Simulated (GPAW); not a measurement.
NiMoIrPdW:

```xyz
5
Lattice="4.1171 0.0000 0.0000 -2.0585 3.5655 0.0000 0.0000 0.0000 5.4458" Properties=species:S:1:pos:R:3 pbc="T T T"
Ni    0.0000    0.0000    5.2157
Mo    2.0585    1.1885    5.2367
Pd    2.0585    1.1885    2.5211
Ir    0.0000    2.3770    3.9521
W     0.0000    2.3770    1.2875
```

The cell was built by a generator and needn't be a form met in nature.

Base run:

| Item | Value |
| --- | --- |
| Program | GPAW 26.7.0 |
| Functional | PBEsol |
| Potentials or basis | PAW data sets generated in the run's folder for this functional |
| Cutoff | 600 eV |
| Basis | pw |
| k mesh | 5 × 5 × 4 |
| Occupations | fermi-dirac, width 0.05 eV |
| Spin | collinear spin, ferromagnetic start |
| Starting moments | [1.0, 1.0, 0.0, 0.6, 0.0] μB |

Its results: pressure -7.9 GPa; net moment 0.00 μB per cell; largest force 0.124 eV/Å.

Question: After a change of settings the same cell gave: pressure 8.8 GPa; net moment 0.00 μB per cell; largest force 0.310 eV/Å. Which change was it?
A. functional from PBEsol to BLYP
B. functional from PBEsol to LDA; potentials or basis from PAW data sets generated in the run's folder for this functional to the program's PAW data sets (release 1.2.1) made for this functional
C. functional from PBEsol to AM05
D. functional from PBEsol to revPBE; potentials or basis from PAW data sets generated in the run's folder for this functional to the program's PAW data sets (release 1.2.1) made for this functional

Answer: A.

BLYP binds less tightly than PBEsol, so the same cell stands under more pressure.

Caveats: the stock nickel data set gives pressures a few GPa off other programs.
